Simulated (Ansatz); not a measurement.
# C (Carbon): the cost of one run

Program: the Python package of Ansatz 0.2.0. Level of theory: DFT PBE, plane waves, PAW. These are calculated values, not measurements.

A COD entry behind a cell of this session may itself be a prediction, so a difference from it is no test against experiment.

## 1. The system

Symmetry: P6_3/mmc, No. 194, hexagonal system. Conventional cell: a = 2.522 Å, b = 2.522 Å, c = 4.119 Å, α = 90.00°, β = 90.00°, γ = 120.00°. C (site symmetry 3m) is surrounded by 4 C at 1.54 Å.

No structure file is read: the coordinates are typed or built in the script.

## 2. The code

Input file run_eos.py:

```python
# -*- coding: utf-8 -*-
import logging
import sys

import ansatz as az
import numpy as np

logging.basicConfig(stream=sys.stdout, format="%(levelname)s:%(name)s:%(message)s")
log = logging.getLogger("c")
log.setLevel(logging.INFO)

SETTINGS = {
    "xc": "pbe",
    "cutoff_ev": 500,
    "kgrid": (10, 10, 6),
}

VECTORS = np.array([
    [2.5221, 0.0, 0.0],
    [-1.26105, 2.18420267, 0.0],
    [0.0, 0.0, 4.1186],
])
SITES = [
    ("C", [1 / 3, 2 / 3, 0.0625]),
    ("C", [2 / 3, 1 / 3, 0.5625]),
    ("C", [1 / 3, 2 / 3, 0.4375]),
    ("C", [2 / 3, 1 / 3, 0.9375]),
]


def build(cell):
    crystal = az.Crystal(lattice=az.Lattice.of(cell))
    for symbol, position in SITES:
        crystal = crystal.atom(symbol, position)
    return crystal


def main():
    volumes, energies, pressures = [], [], []
    for scale in np.linspace(0.92, 1.08, 7):
        cell = VECTORS * scale ** (1 / 3)
        model = (
            build(cell).calculation()
            .functional(SETTINGS["xc"])
            .occupations(az.OccupationsMethod.FERMI_DIRAC)
            .basis(SETTINGS["cutoff_ev"])
            .kpoints(*SETTINGS["kgrid"])
            .stress()
        )
        data = model.run(threads=1).report
        volumes.append(abs(np.linalg.det(cell)) / len(SITES))
        energies.append(data["free_energy_ev"] / len(SITES))
        pressures.append(np.trace(data["stress_gpa"]) / 3)
        log.info(f"V = {volumes[-1]:8.4f} A^3/atom  F = {energies[-1]:.5f} eV/atom  P = {pressures[-1]:8.3f} GPa")

    x = np.array(volumes) ** (-2 / 3)
    poly = np.polynomial.Polynomial.fit(x, energies, 3).convert()
    roots = poly.deriv().roots()
    x0 = min((r.real for r in roots if abs(r.imag) < 1e-9 and poly.deriv(2)(r.real) > 0), key=lambda r: abs(r - x.mean()))
    v0 = x0 ** -1.5
    b0 = 4 / 9 * poly.deriv(2)(x0) * v0 ** (-7 / 3) * 160.21766
    b1 = 4 + 2 / 3 * x0 * poly.deriv(3)(x0) / poly.deriv(2)(x0)
    log.info(f"V0 = {v0:.4f} A^3/atom, B0 = {b0:.1f} GPa, dB/dP = {b1:.2f}")


if __name__ == "__main__":
    main()
```

## 3. The run

On the command line:

```sh
> python run_eos.py
```

What time and memory should one allow on 1 thread of Arm Neoverse V2, shared host?

About 6.3 s, with a peak of 0.35 GiB.
